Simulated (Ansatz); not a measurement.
# Sb3Se: the cost of one run

Computed with Ansatz 0.2.0 (DFT PBE, scalar-relativistic, plane waves, PAW, unless a step's input says otherwise).

### 1 Starting point

Symmetry: Fm-3m, No. 225, cubic system. Conventional cell: a = 8.429 Å, b = 8.429 Å, c = 8.429 Å, α = 90.00°, β = 90.00°, γ = 90.00°. Sb (site symmetry m-3m) has 8 Sb at 3.65 Å as nearest neighbours. Sb (site symmetry -43m) is surrounded by 4 Sb at 3.65 Å and 4 Se at 3.65 Å. Se (site symmetry m-3m) has 8 Sb at 3.65 Å as nearest neighbours.

Coordinates:

```cif
data_structure
_symmetry_space_group_name_H-M 'Fm-3m'
_symmetry_Int_Tables_number 225
_cell_length_a 8.4295
_cell_length_b 8.4295
_cell_length_c 8.4295
_cell_angle_alpha 90.000
_cell_angle_beta 90.000
_cell_angle_gamma 90.000
_cell_volume 598.97
loop_
_atom_site_label
_atom_site_type_symbol
_atom_site_symmetry_multiplicity
_atom_site_Wyckoff_symbol
_atom_site_fract_x
_atom_site_fract_y
_atom_site_fract_z
_atom_site_occupancy
Sb1 Sb 4 b 0.50000 0.00000 0.00000 1
Sb2 Sb 8 c 0.25000 0.25000 0.75000 1
Se1 Se 4 a 0.00000 0.00000 0.00000 1
```

A structure generator made this guess: species swapped into a database cell of SmMg3 (Fm-3m, No. 225), with Se on the Sm sites and Sb on the Mg sites. Its size is a rough estimate.

### 2 Probe: one point on a coarse mesh

Input file input.yaml:

```yaml
crystal:
  lattice:
    - [0.0, 4.21474311, 4.21474311]
    - [4.21474311, 0.0, 4.21474311]
    - [4.21474311, 4.21474311, 0.0]
  atoms:
    - { symbol: Sb, position: [0.5, 0.5, 0.5] }
    - { symbol: Sb, position: [0.75, 0.75, 0.75] }
    - { symbol: Sb, position: [0.25, 0.25, 0.25] }
    - { symbol: Se, position: [0.0, 0.0, 0.0] }
basis:
  ecutwfc: 420
kpoints:
  mp_grid: { grid: [4, 4, 4] }
hamiltonian:
  xc: pbe
scf:
  occupations: { method: gaussian, width: 0.1 }
  lower_state_search: "off"
output:
  forces: true
  stress: true
  eigenvalues: true
```

Launch:

```console
ansatz run input.yaml --threads 1 --pin off --max-ram 2560MiB --backend cpu --events-out ev --progress --plain --runs-dir out
```

**Question.** How long does this run take on 1 thread of Arm Neoverse V1, shared host, and how much memory does it need?

About 3.2 s, with a peak of 0.38 GiB.
